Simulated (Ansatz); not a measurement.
# Si3Ge2H12: how energies converge with the basis set

Aim: see how fast density functionals converge with the basis set for Si3Ge2H12.

Computed with Ansatz 0.2.0, Gaussian basis. Level: one geometry, several basis sets.

Plan: PBE0-D4/def2-SVP; ωB97M-V/def2-SVP; PBE0-D4/def2-QZVPP; ωB97M-V/def2-QZVPP; the functionals' def2-TZVPP values are taken from earlier runs.

**1. Structure used throughout**

An earlier PBE0-D4 in a triple-zeta def2 set relaxation fixed the geometry.

SMILES `[SiH3][GeH2][SiH2][SiH2][GeH3]`, 17 atoms, charge 0, spin multiplicity 1.

Atoms are counted from 1 here; the program's logs count them from 0.

Bond lengths: Si1–Ge2 2.379 Å, Si1–H6 1.487 Å, Si1–H7 1.487 Å, Si1–H8 1.487 Å, Ge2–Si3 2.383 Å, Ge2–H9 1.541 Å, Ge2–H10 1.541 Å, Si3–Si4 2.336 Å, Si3–H11 1.489 Å, Si3–H12 1.490 Å, Si4–Ge5 2.380 Å, Si4–H13 1.489 Å, Si4–H14 1.490 Å, Ge5–H15 1.538 Å, Ge5–H16 1.538 Å, Ge5–H17 1.538 Å. Angles: Ge2–Si1–H6 109.7°, Ge2–Si1–H7 111.2°, Ge2–Si1–H8 109.4°, H6–Si1–H7 108.9°, H6–Si1–H8 108.6°, H7–Si1–H8 108.9°, Si1–Ge2–Si3 110.0°, Si1–Ge2–H9 110.2°, Si1–Ge2–H10 109.2°, Si3–Ge2–H9 110.6°, Si3–Ge2–H10 109.0°, H9–Ge2–H10 107.7°, Ge2–Si3–Si4 108.3°, Ge2–Si3–H11 110.2°, Ge2–Si3–H12 109.3°, Si4–Si3–H11 109.9°, Si4–Si3–H12 110.6°, H11–Si3–H12 108.4° and more.

**2. PBE0-D4 in def2-SVP**

File in.yaml:

```yaml
crystal:
  periodic: [false, false, false]
  atoms:
    - {symbol: Si, position_ang: [0.177341, 2.642917, 0.325603]}
    - {symbol: Ge, position_ang: [-1.050830, 1.242784, -1.154828]}
    - {symbol: Si, position_ang: [0.274505, -0.631549, -1.793078]}
    - {symbol: Si, position_ang: [1.226682, -1.545603, 0.133902]}
    - {symbol: Ge, position_ang: [-0.475198, -1.953781, 1.747252]}
    - {symbol: H, position_ang: [1.441001, 3.077989, -0.326778]}
    - {symbol: H, position_ang: [-0.609085, 3.846768, 0.703848]}
    - {symbol: H, position_ang: [0.516847, 1.883214, 1.558142]}
    - {symbol: H, position_ang: [-1.495093, 2.039778, -2.396069]}
    - {symbol: H, position_ang: [-2.320091, 0.738897, -0.441119]}
    - {symbol: H, position_ang: [-0.570669, -1.651284, -2.474197]}
    - {symbol: H, position_ang: [1.333330, -0.187065, -2.741877]}
    - {symbol: H, position_ang: [1.953559, -2.811176, -0.163394]}
    - {symbol: H, position_ang: [2.200107, -0.569242, 0.698699]}
    - {symbol: H, position_ang: [0.106665, -2.566695, 3.032142]}
    - {symbol: H, position_ang: [-1.528981, -2.919729, 1.179306]}
    - {symbol: H, position_ang: [-1.180091, -0.636222, 2.112434]}
basis:
  gaussian: {orbitals: def2-SVP}
hamiltonian: {xc: pbe0, dispersion: d4}
output: {orbitals: {seedname: orbitals}}
```

The runs that follow: ωB97M-V in def2-SVP; PBE0-D4 in def2-QZVPP; ωB97M-V in def2-QZVPP.

**Question.** What will the summary of the whole plan be? Wanted: PBE0-D4: double and triple zeta above quadruple; ωB97M-V: double and triple zeta above quadruple.

**Answer**, as computed:

| quantity | value |
| --- | --- |
| PBE0-D4: double and triple zeta above quadruple | 25.77, 3.23 eV |
| ωB97M-V: double and triple zeta above quadruple | 25.77, 3.13 eV |

In words: PBE0-D4 gains 22.54 eV from double to triple zeta, then 3.23 eV more. These are total energies; as a rule much of such shifts cancels in differences, which this series doesn't test. The LUMO of ωB97M-V is positive and keeps falling with the basis (1.60 to 0.94 eV): an unbound level that the basis holds in place.
